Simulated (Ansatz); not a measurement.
# CH₃BSe: one structure at several levels

The task here is to estimate one member of a computed series from the others.

Computed with Ansatz 0.2.0, Gaussian basis. Level: single points in def2-TZVPP.

Correlated methods freeze the cores. Filled d shells of the heavier atoms are correlated.

## The starting structure

SMILES `B=C[SeH]`, 6 atoms, charge 0, spin multiplicity 1.

Atoms are counted from 1 here; the program's logs count them from 0.

Bond lengths: B1–C2 1.382 Å, B1–H4 1.133 Å, C2–Se3 2.008 Å, C2–H5 1.184 Å, Se3–H6 1.501 Å. Angles: C2–B1–H4 171.2°, B1–C2–Se3 128.4°, B1–C2–H5 127.8°, Se3–C2–H5 100.7°, C2–Se3–H6 90.8°.

As a file:

```
B    -1.1245    0.4208   -0.1225
C     0.1286    0.1076   -0.6153
Se    1.6725   -0.7407    0.3487
H    -2.1783    0.5056    0.2838
H     0.6871    0.5941   -1.5385
H     0.7803   -1.1040    1.4998
```

The first run:

Input file run/in.yaml:

```yaml
crystal:
  periodic: [false, false, false]
  atoms:
    - {symbol: B, position_ang: [-1.124500, 0.420800, -0.122500]}
    - {symbol: C, position_ang: [0.128600, 0.107600, -0.615300]}
    - {symbol: Se, position_ang: [1.672500, -0.740700, 0.348700]}
    - {symbol: H, position_ang: [-2.178300, 0.505600, 0.283800]}
    - {symbol: H, position_ang: [0.687100, 0.594100, -1.538500]}
    - {symbol: H, position_ang: [0.780300, -1.104000, 1.499800]}
basis:
  gaussian: {orbitals: def2-TZVPP}
correlation: {method: ccsd_t}
output: {forces: true}
```

No record of the launch command was kept for these runs.

Steps of the session up to this table: CCSD(T)/def2-TZVPP; PBE0-D4/def2-TZVPP; wB97M-V/def2-TZVPP; r2SCAN-D4/def2-TZVPP; PBE-D4/def2-TZVPP; BLYP-D4/def2-TZVPP; B97M-V/def2-TZVPP.

One table of the session follows, with a row left open; its other results are not shown here.

| method | RMS force component (eV/Å) | angle to CCSD(T) forces (°) | dipole (D) |
| --- | --- | --- | --- |
| CCSD(T) | 1.241 | reference | 1.11 |
| PBE0-D4 | 1.228 | 9.7 | 1.12 |
| wB97M-V | 1.213 | 11.1 | 1.21 |
| r2SCAN-D4 | 1.190 | 7.9 | 1.05 |
| PBE-D4 | 1.112 | 8.9 | 0.85 |
| BLYP-D4 | 1.065 | 11.0 | 0.83 |
| B97M-V | ? | ? | ? |

Estimate the missing values for B97M-V.

**Answer.** RMS force component (eV/Å): 1.227; angle to CCSD(T) forces (°): 8.6; dipole (D): 0.97. In the column «RMS force component (eV/Å)» it lies between wB97M-V (1.213) and PBE0-D4 (1.228).
